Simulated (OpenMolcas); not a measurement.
# Eu²⁺ with 6 ligands (fluoride): CASSCF levels and susceptibility

Which state of Eu²⁺ lies lowest among these ligands, how large is the field, and what χT follows?

Program: OpenMolcas 26.06. Level of theory: state-averaged CASSCF, spin-orbit coupling by RASSI with atomic mean-field integrals. These are calculated values, not measurements, unless marked.

## 1. The atom as given

| Quantity | Value |
| --- | --- |
| Species | Eu²⁺ (europium, Z = 63, 61 electrons) |
| Basis | ANO-RCC-VDZP [7s6p4d2f1g], 152 functions with the ligands |
| Scalar Hamiltonian | DKH2, point nucleus |
| Inactive shells | 1s 2s 2p 3s 3p 3d 4s 4p 4d 5s 5p of the metal, and all ligand shells |
| Active space | 7 electrons in 7 orbitals (4f) |
| Some configurations of this space | 4f7 |
| Orbitals | optimised for the highest spin of each parity, averaged over all roots |

The outer shells:

4f7
```
4f [↑ ][↑ ][↑ ][↑ ][↑ ][↑ ][↑ ]
```

Eu²⁺ is taken with 6 ligands (fluoride) in octahedron coordination (Oh) at 2.58 Å. A charge of +0.667 e stands 2.8 Å behind each ligand. Ligand basis ANO-RCC-VDZP. The distances are assumed, not relaxed.

```xyz
7

Eu    0.0000    0.0000    0.0000
F     2.5800    0.0000    0.0000
F     0.0000    2.5800    0.0000
F    -2.5800    0.0000    0.0000
F     0.0000   -2.5800    0.0000
F     0.0000    0.0000    2.5800
F     0.0000    0.0000   -2.5800
```

Each step is its own input file, run in one work folder so that later steps find the files of earlier ones. Labels, J, g values, rates, χT and fits are worked out afterwards by a script from the matrices that RASSI stores. The input lists half of the charges; inversion (Group=XYZ) makes the rest.

## 2. Basis and integrals

Input file a.inp:

```
&GATEWAY
Coord
7

Eu 0.0 0.0 0.0
F 2.580000 0.000000 0.000000
F 0.000000 2.580000 0.000000
F -2.580000 0.000000 0.000000
F 0.000000 -2.580000 0.000000
F 0.000000 0.000000 2.580000
F 0.000000 0.000000 -2.580000
Basis=Eu.ANO-RCC-VDZP,F.ANO-RCC-VDZP
Group=XYZ
NoMove
AngMom=0.0 0.0 0.0
AMFI
RICD
XField
3 Angstrom 0
5.380000 0.000000 0.000000 0.666667
0.000000 5.380000 0.000000 0.666667
0.000000 0.000000 5.380000 0.666667
&SEWARD
```

Run with:

```sh
$ OMP_NUM_THREADS=1 MOLCAS_MEM=2457 MOLCAS_PROJECT=a pymolcas a.inp > a.log
```

## 3. Reference wave functions, octets of odd parity, 1 root

Input file a.inp:

```
&RASSCF
FileOrb=start.orb
Symmetry=2
Spin=8
nActEl=7 0 0
Inactive=30 27
Ras2=0 7
CIRoot=1 1 1
SDav=1
CIMx=300
Iter=150 100
PrWF=0.3
OrbListing=Nothing
MaxOrb=0
LevShft=1.0
>>> COPY $Project.JobIph JOB001
```

start.orb holds start orbitals that the driver prepared beforehand, or those of the step before.

## 4. CASSCF: sextets of odd parity, 48 roots

Input file a.inp:

```
&RASSCF
FileOrb=start.orb
Symmetry=2
Spin=6
nActEl=7 0 0
Inactive=30 27
Ras2=0 7
CIRoot=48 48 1
SDav=48
CIMx=300
Iter=150 100
PrWF=0.3
OrbListing=Nothing
MaxOrb=0
CIOnly
LevShft=1.0
>>> COPY $Project.JobIph JOB002
```

## 5. State interaction with spin-orbit coupling

Input file a.inp:

```
&RASSI
NrOfJobIphs=2 1 21
1
1 2 3 4 5 6 7 8 9 10 11 12 13 14 15 16 17 18 19 20 21
IphNames
JOB001
JOB002
EJob
SpinOrbit
DIPRint=1.0
SOCoupling=1000.0
Subsets=2
Property=9
'ANGMOM' 1 'ANGMOM' 2 'ANGMOM' 3 'MLTPL  1' 1 'MLTPL  1' 2 'MLTPL  1' 3
'AMFI' 1 'AMFI' 2 'AMFI' 3
SOProperty=3
'ANGMOM' 1 'ANGMOM' 2 'ANGMOM' 3
```

Q: Predict the outcome of this session. Wanted: spin-free ground state; lowest level; next level.

As calculated:

| quantity | value |
| --- | --- |
| method | CASSCF |
| spin-free ground state | 8A1, 1-fold in its orbital part |
| lowest level | 8-fold |
| next level | 36979.9 cm⁻¹ |
| χT at 300 K | 7.86 cm³ K/mol |
| effective moment at 300 K | 7.93 μB |

What this shows: The spin-free ground state (8A1) is 1-fold and keeps the highest spin of the shell. The sextets rest on orbitals optimised for another spin in at least one step, which raises them against the optimised states. Not all states of the active space went into the spin-orbit step. Terms of lower spin are left out of the spin-orbit mixing, so the small splitting that they give the half-filled shell's ground term is missing or unsound. High states of lower spin are left out of the spin-orbit mixing, and CASSCF puts spin-flip levels too high.
